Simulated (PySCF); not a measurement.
# ZrF2: singlet, from a bent start

Where does singlet ZrF2 go from a bent start, is the end point a minimum, and what are its modes, charges and moments?

The runs use PySCF 2.14.0; PBE0, basis Zr def2-TZVP with ECP28, F def2-TZVP, scalar-relativistic core potentials, no spin–orbit coupling, density fitting.

## Step 1: The system as given

3 atoms, charge 0, spin multiplicity 1.

Bond lengths: Zr1–F2 2.180 Å, Zr1–F3 2.180 Å. Angles: F2–Zr1–F3 110.0°.

Coordinates in bohr (charge 0 multiplicity 1):
```
Zr    0.0000    0.0000    0.0000
F     3.3747    0.0000    2.3629
F    -3.3747    0.0000    2.3629
```

## Step 2: Finding the electronic state

The steps below are one call of a driver around PySCF. For each, scf.py gives the equivalent set-up of the SCF; relaxations use the driver's own optimiser. After this first run the driver tries any further starts and a stability analysis.

File scf.py:

```python
from pyscf import gto, scf, dft
mol = gto.M(atom='''
Zr     0.000000     0.000000     0.000000
F      1.785800     0.000000     1.250400
F     -1.785800     0.000000     1.250400''',
    basis={'Zr': 'def2-TZVP', 'F': 'def2-TZVP'},
    ecp={'Zr': 'def2-TZVP'},
    charge=0, spin=0)
mf = dft.RKS(mol, xc='PBE0')
mf.grids.atom_grid = (50, 194)
aux = {'Zr': 'def2-universal-JKFIT', 'F': 'def2-universal-JKFIT'}
mf = mf.density_fit(auxbasis=aux)
mf.conv_tol = 1e-08
mf.diis_space = 10
mf.max_cycle = 60
mf.init_guess = 'minao'
mf.verbose = 4
mf.kernel()
```

Command:

```console
$ OMP_NUM_THREADS=2 python axn.py task.json out
```

What it wrote:

```text
init E= -240.947589201711
  HOMO = -0.440510351688966  LUMO = -0.439306860207877  gap/eV = 0.03275
cycle= 1 E= -246.400820512692  delta_E= -5.45  |g|= 0.939  |ddm|= 4.36
  HOMO = -0.0808301979054159  LUMO = -0.0580539252607726  gap/eV = 0.61977
cycle= 2 E= -246.152860491962  delta_E= 0.248  |g|= 1.48  |ddm|= 2.56
  HOMO = -0.156081349174292  LUMO = -0.148210425269932  gap/eV = 0.21418
cycle= 3 E= -246.595826376542  delta_E= -0.443  |g|= 0.177  |ddm|= 2.24
  HOMO = -0.165990346264561  LUMO = -0.127893704914165  gap/eV = 1.03666
cycle= 4 E= -246.603758958517  delta_E= -0.00793  |g|= 0.0714  |ddm|=  0.2
  HOMO = -0.155702636222831  LUMO = -0.112884413062719  gap/eV = 1.16514
cycle= 5 E= -246.604644036095  delta_E= -0.000885  |g|= 0.0473  |ddm|= 0.107
  HOMO = -0.162308646226087  LUMO = -0.11738775495115  gap/eV = 1.22236
cycle= 6 E= -246.605190536334  delta_E= -0.000547  |g|= 0.00962  |ddm|= 0.0352
  HOMO = -0.164931816623955  LUMO = -0.119117094748155  gap/eV = 1.24668
cycle= 7 E= -246.605219686488  delta_E= -2.92e-05  |g|= 0.00284  |ddm|= 0.0119
  HOMO = -0.165667148061853  LUMO = -0.119650857751132  gap/eV = 1.25217
cycle= 8 E= -246.605223011113  delta_E= -3.32e-06  |g|= 0.000173  |ddm|= 0.00538
  HOMO = -0.165702099240431  LUMO = -0.119674436453096  gap/eV = 1.25248
cycle= 9 E= -246.605223033807  delta_E= -2.27e-08  |g|= 4.39e-05  |ddm|= 0.000547
  HOMO = -0.165696439470526  LUMO = -0.119669320067256  gap/eV = 1.25246
cycle= 10 E= -246.605223034284  delta_E= -4.77e-10  |g|= 1.25e-05  |ddm|= 5.14e-05
  HOMO = -0.165691327122843  LUMO = -0.119665676317855  gap/eV = 1.25242
Extra cycle  E= -246.605223034294  delta_E= -1.03e-11  |g|= 1.11e-05  |ddm|= 2.64e-05
converged SCF energy = -246.605223034294
```

This step, with its further starts and checks, needed 9.5 s of wall time on 2 threads of Arm Neoverse V1, shared host.

Energies from each starting density:

```
                      start  energy (Eh)
    the minimal-basis guess  -246.605223
a thermally smeared density  -246.629013
      a smeared PBE density  -246.629013
```

This is not the lowest solution: one lies 62.5 kJ/mol lower, at -246.62901 Eh, and the relaxation starts from that.

## Step 3: Relaxation: bent start, singlet

The program finds C2v symmetry in the start, which this walk keeps. Threshold on the gradient: 0.0003 Eh/bohr, with a further test on the energy change.

scf.py: that of step 2 with these lines changed.

```diff
@@ -3,3 +3,3 @@
-Zr     0.000000     0.000000     0.000000
-F      1.785800     0.000000     1.250400
-F     -1.785800     0.000000     1.250400''',
+Zr     0.000000     0.000000    -0.371467
+F      1.785800     0.000000     0.878933
+F     -1.785800     0.000000     0.878933''',
@@ -16 +15,0 @@
-mf.init_guess = 'minao'
```

The optimiser's trace:

```
step  energy (Eh)  change (kJ/mol)  largest symmetric gradient (Eh/bohr)
   0  -246.629013             0.00                               0.10343
   1  -246.681688          -138.30                               0.05619
   2  -246.693021          -168.05                               0.02411
   3  -246.695452          -174.43                               0.00627
   4  -246.695616          -174.87                               0.00100
   5  -246.695673          -175.01                               0.00102
   6  -246.695676          -175.02                               0.00019
   7  -246.695676          -175.02                               0.00000
```

The walk took 17 s.

Geometry (Å) and forces (eV/Å) at some steps:

```
step 0
Zr   0.000   0.000  -0.371   0.000   0.000   5.319
F    1.786   0.000   0.879  -3.452   0.000  -2.659
F   -1.786   0.000   0.879   3.452   0.000  -2.659
step 1
Zr   0.000   0.000  -0.238   0.000   0.000   2.890
F    1.691   0.000   0.812  -2.280   0.000  -1.445
F   -1.691   0.000   0.812   2.280   0.000  -1.445
step 4
Zr   0.000   0.000  -0.219   0.000   0.000  -0.051
F    1.560   0.000   0.803  -0.034   0.000   0.026
F   -1.560   0.000   0.803   0.034   0.000   0.026
step 7
Zr   0.000   0.000  -0.240   0.000   0.000   0.000
F    1.537   0.000   0.813   0.000   0.000   0.000
F   -1.537   0.000   0.813   0.000   0.000   0.000
```

After 7 steps and 175.0 kJ/mol it ends at C2v: Zr–F 1.863 Å (×2); F–Zr–F 111.2°.

## Step 4: Frequencies

On the finer grid the gradient is checked again; gradients at displacements of ±0.02 bohr then give force constants and infrared intensities.

scf.py: that of step 3 with these lines changed.

```diff
@@ -3,3 +3,3 @@
-Zr     0.000000     0.000000    -0.371467
-F      1.785800     0.000000     0.878933
-F     -1.785800     0.000000     0.878933''',
+Zr     0.000000     0.000000    -0.309147
+F      1.539999     0.000000     0.738197
+F     -1.539999     0.000000     0.738197''',
@@ -10 +10 @@
-mf.grids.atom_grid = (50, 194)
+mf.grids.atom_grid = (75, 302)
@@ -13 +13 @@
-mf.conv_tol = 1e-08
+mf.conv_tol = 1e-10
```

The driver hands on the density of the step before, so the log starts near convergence.

SCF at the final geometry:

```text
init E= -246.696012411651
  HOMO = -0.191717838537087  LUMO = -0.105447910916932  gap/eV = 2.34752
cycle= 1 E= -246.696012411652  delta_E= -6.25e-13  |g|= 8.9e-06  |ddm|= 1.76e-05
  HOMO = -0.191716795206588  LUMO = -0.105446485552565  gap/eV = 2.34753
Extra cycle  E= -246.696012411609  delta_E= 4.26e-11  |g|= 1.88e-05  |ddm|= 1.84e-05
converged SCF energy = -246.696012411609
```

The whole step took 30 s.

Geometry: C2v; Zr–F 1.862 Å (×2); F–Zr–F 111.6°.

Modes, for the most abundant isotopes:

```
symmetry  ω (cm⁻¹)  IR (km/mol)     type
      a1       154          6.4     bend
      a1       703         82.7  stretch
      b2       707          127  stretch
```

No imaginary mode, so this is a minimum.

Constants and moments:

- Dipole moment: 1.77 D
- Highest occupied level: -5.22 eV
- Lowest empty level: -2.87 eV
- Rotational constants: 0.5754, 0.1871, 0.1412 cm⁻¹
- Zero-point energy: 9.4 kJ/mol
- Principal polarisabilities: 67.5, 86.5, 101.8 bohr³
- Atomisation energy without zero-point energy: 1212 kJ/mol
- Principal traceless quadrupole moments about the centre of mass: -1.85, -1.11, 2.96 D Å
- Entropy at 298.15 K and 1 bar: 278.3 J/(mol K)
- Heat capacity Cp at 298.15 K: 48.1 J/(mol K)
- Enthalpy at 298.15 K above 0 K: 12.17 kJ/mol
- Rotational symmetry number: 2

Charges (e) and bond orders:

```tsv
atom	Mulliken	Löwdin	polar tensor	Mayer order to Zr1
Zr1	0.81	0.42	1.12	–
F2,3	-0.40	-0.21	-0.56	1.04
```

Mulliken populations on Zr1 (outside its core potential): s 3.29, p 6.20, d 1.60, f 0.09.

## Step 5: The broken-symmetry singlet

A stability analysis found the closed shell of the lowest minimum unstable towards spin polarisation, so the unrestricted solution is followed.

The program finds C2v symmetry in the start, which may break. The walk stops when the largest gradient is under 0.0003 Eh/bohr and the energy has settled too.

scf.py: that of step 4 with these lines changed.

```diff
@@ -3,3 +3,3 @@
-Zr     0.000000     0.000000    -0.309147
-F      1.539999     0.000000     0.738197
-F     -1.539999     0.000000     0.738197''',
+Zr     0.000000     0.000000    -0.311144
+F      1.539999     0.000000     0.736201
+F     -1.539999     0.000000     0.736201''',
@@ -9,2 +9,2 @@
-mf = dft.RKS(mol, xc='PBE0')
-mf.grids.atom_grid = (75, 302)
+mf = dft.UKS(mol, xc='PBE0')
+mf.grids.atom_grid = (50, 194)
@@ -13 +13 @@
-mf.conv_tol = 1e-10
+mf.conv_tol = 1e-08
```

Energy and gradient, step by step:

```
step  energy (Eh)  change (kJ/mol)  largest gradient (Eh/bohr)
   0  -246.707530             0.00                     0.01160
   1  -246.708527            -2.62                     0.00370
   2  -246.709353            -4.79                     0.00939
   3  -246.709695            -5.68                     0.00833
   4  -246.709994            -6.47                     0.00349
   5  -246.710051            -6.62                     0.00041
   6  -246.710053            -6.63                     0.00003
```

The walk took 18 s.

End point (C2v, 6 steps, 6.6 kJ/mol gained): Zr–F 1.896 Å (×2); F–Zr–F 128.8°.

## Step 6: Frequencies

The same treatment as at the point before.

scf.py: that of step 5 with these lines changed.

```diff
@@ -3,3 +3,3 @@
-Zr     0.000000     0.000000    -0.311144
-F      1.539999     0.000000     0.736201
-F     -1.539999     0.000000     0.736201''',
+Zr    -0.000000     0.000000    -0.266120
+F      1.691212    -0.000000     0.587024
+F     -1.691212     0.000000     0.587024''',
@@ -10 +10 @@
-mf.grids.atom_grid = (50, 194)
+mf.grids.atom_grid = (75, 302)
@@ -13 +13 @@
-mf.conv_tol = 1e-08
+mf.conv_tol = 1e-10
```

SCF at the final geometry:

```text
init E= -246.710105716096
[... the frontier-level lines of each cycle are left out ...]
cycle= 1 E= -246.710105716098  delta_E= -2.27e-12  |g|= 2.26e-06  |ddm|= 4.83e-06
Extra cycle  E= -246.710105716096  delta_E= 2.05e-12  |g|= 4.21e-06  |ddm|= 3.91e-06
converged SCF energy = -246.710105716096  <S^2> = 0.90640891  2S+1 = 2.1507291
```

The whole step needed 50 s of wall time on 2 threads of Arm Neoverse V1, shared host.

Geometry: C2v; Zr–F 1.894 Å (×2); F–Zr–F 126.5°.

Modes, for the most abundant isotopes:

```json
{"ω (cm⁻¹)": "116", "IR (km/mol)": "5.0", "μ (u)": "22.59"}
{"ω (cm⁻¹)": "649", "IR (km/mol)": "74.2", "μ (u)": "20.55"}
{"ω (cm⁻¹)": "672", "IR (km/mol)": "161", "μ (u)": "23.71"}
```

Every mode is real; the point is a minimum.

Here the density breaks the symmetry of the frame, and no labels are given.

Constants and moments:

- Dipole moment: 1.64 D
- Highest occupied level: -5.47 eV
- Lowest empty level: -2.36 eV
- Rotational constants: 0.8672, 0.1551, 0.1316 cm⁻¹
- Zero-point energy: 8.6 kJ/mol
- Principal polarisabilities: 52.0, 70.5, 85.4 bohr³
- Atomisation energy without zero-point energy: 1249 kJ/mol
- Principal traceless quadrupole moments about the centre of mass: -6.60, 2.75, 3.86 D Å
- Entropy at 298.15 K and 1 bar: 280.4 J/(mol K)
- Heat capacity Cp at 298.15 K: 48.9 J/(mol K)
- Enthalpy at 298.15 K above 0 K: 12.45 kJ/mol
- Rotational symmetry number: 2
- Spin squared ⟨S²⟩: 0.906

Populations by atom (charges in e):

| atom | Mulliken | Löwdin | polar tensor | spin (Mulliken) | Mayer order to Zr1 |
| --- | --- | --- | --- | --- | --- |
| Zr1 | 0.90 | 0.51 | 1.17 | 0.00 | – |
| F2,3 | -0.45 | -0.25 | -0.58 | 0.00 | 0.96 |

Mulliken populations on Zr1 (outside its core potential): s 2.89, p 6.22, d 1.90, f 0.09.

## Step 7: All stationary points

| spin | group | bonds | imaginary modes (cm⁻¹) | ΔE (kJ/mol) | with zero-point energy |
| --- | --- | --- | --- | --- | --- |
| broken-symmetry (Ms = 0) | C2v (density of lower symmetry) | Zr–F 1.894 Å (×2) | none | 0.0 | 0.0 |
| singlet | C2v | Zr–F 1.862 Å (×2) | none | 37.0 | 37.8 |

## Step 8: Summary of results

| quantity | value |
| --- | --- |
| minimum | broken-symmetry (Ms = 0), C2v |
| geometry | Zr–F 1.894 Å (×2); F–Zr–F 126.5° |
| wavenumbers (cm⁻¹) | 116, 649, 672 |
| dipole moment | 1.64 D |
| highest occupied, lowest empty level (either spin) | -5.47, -2.36 eV |
| polar-tensor charge of Zr1 | +1.17 e |
| zero-point energy | 8.6 kJ/mol |
| entropy at 298.15 K | 280.4 J/(mol K) |
| atomisation energy (no zero-point energy) | 1249 kJ/mol |
| ⟨S²⟩ | 0.906 |

In words: The molecule stays C2v, as typed, and the end point is a minimum. The determinant is spin-contaminated (⟨S²⟩ = 0.91 against 0.00), so it is no pure spin state. The strongest infrared band lies at 672 cm⁻¹ (stretch). The first SCF alone would have been 62 kJ/mol too high. Other starts or spin states, not run here, may lie lower. The SCF density has lower symmetry than the nuclear frame.

The search up to here took 2.2 min.
